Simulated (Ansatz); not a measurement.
Write a Python script for the Ansatz DFT code, driven from Python that makes a surface slab of Bi, space group P2/m. Level of theory: LDA, PAW, cutoff 450 eV, 5×5×1 k-points, Fermi-Dirac smearing of 0.1 eV.

The script reads `POSCAR_bi`:
```text
Bi
1.0
   3.23837625    0.00000000    0.00000000
   0.00000000    3.22164332    0.00000000
  -0.08045488    0.00000000    6.44388879
Bi
2
Direct
   0.45575275    0.00000000    0.25042211
   0.54424725    0.00000000    0.74957789
```

Script `run_slab.py`:
```python
"""Slab calculation for Bi."""

import ansatz as az
from ase.build import surface
from ase.io import read
import numpy as np


def main() -> None:
    atoms = read("POSCAR_bi", format="vasp")
    # the plane is named in the basis of this cell
    slab = surface(atoms, (0, 0, 1), 2, vacuum=6.0)
    slab.pbc = True

    print(slab.get_chemical_formula(), "area {:.3f} A^2, cell height {:.2f} A".format(np.linalg.norm(np.cross(slab.cell[0], slab.cell[1])), slab.cell[2, 2]))


    def settings(structure):
        return (
            az.Crystal.from_ase(structure).calculation()
            .occupations("fermi_dirac", width=100 * az.meV)
            .basis(450)
            .functional("lda")
        )


    calc = (
        settings(slab)
        .kpoints(5, 5, 1)
        .electric_field(axis=3, dipole_correction=True)
        .relax(force_tolerance=0.03, max_steps=30)
    )
    result = calc.run(threads=1, pin="off")
    r = result.report

    print(f"slab free energy {r['free_energy_ev']:.4f} eV, Fermi level {r['fermi_energy_ev']:.3f} eV")
    face = r["work_function"]
    print("work function (eV), upper and lower face:", *(round(face[k], 3) for k in ("phi_plus_ev", "phi_minus_ev") if face.get(k) is not None))
    print(f"dipole {face['dipole_moment_e_ang']:+.4f} e A")

    print("atom   z before  z after (A)")
    for atom, site in zip(slab, result.lattice.sites):
        print(f"{atom.symbol:3s} {atom.z:9.3f} {site.position_ang[2]:9.3f}")


if __name__ == "__main__":
    main()
```

Running `python run_slab.py` prints:
```text
Bi4 area 10.433 A^2, cell height 21.66 A
RunWarning: efield: at this solve's end the planar-averaged density reaches 1.21e-4 e/Å³ inside the ramp window [0.9038, 0.0962] (bound 1e-5 e/Å³), and -1.12e-5 e/Å³ on another of its planes; by the running means of the window's planes the mean density over a ramp is at most 1.19e-4 e/Å³, which is held to the bound [...]
slab free energy -48342.7394 eV, Fermi level 4.368 eV
work function (eV), upper and lower face: 4.233 4.233
dipole -0.0000 e A
atom   z before  z after (A)
Bi      6.000     6.288
Bi      9.217     9.218
Bi     12.444    12.442
Bi     15.660    15.373
```
(Warnings from the package without file and line, shortened, repeats left out.)

Absolute energies stand on the zero of these potentials, so only differences at equal settings mean something. A total without «per atom» is that of the whole cell that was run. The density doesn't vanish in the vacuum (a short gap or a low cutoff), which blurs the vacuum level. For a metal this k-point mesh is coarse: on a finer one energies can move by several to tens of meV an atom and pressures by half a GPa or more, differences at one mesh by less. Only differences from the Fermi energy are physical; the zero of the scale is a convention. Spin-orbit coupling, which matters for elements this heavy, is left out. This isn't the structure that Bi takes at ambient conditions. The slab is thin and cut from the structure as given; a cut can leave two unlike or polar faces, and the surface energy is then their mean. Miller indices refer to the vectors of the cell as typed, and the lattice isn't relaxed for this functional, so relaxation and surface energy can hold strain. Run time: 27 s on 1 thread of Arm Neoverse V2, on a shared host, peak memory 0.5 GiB.
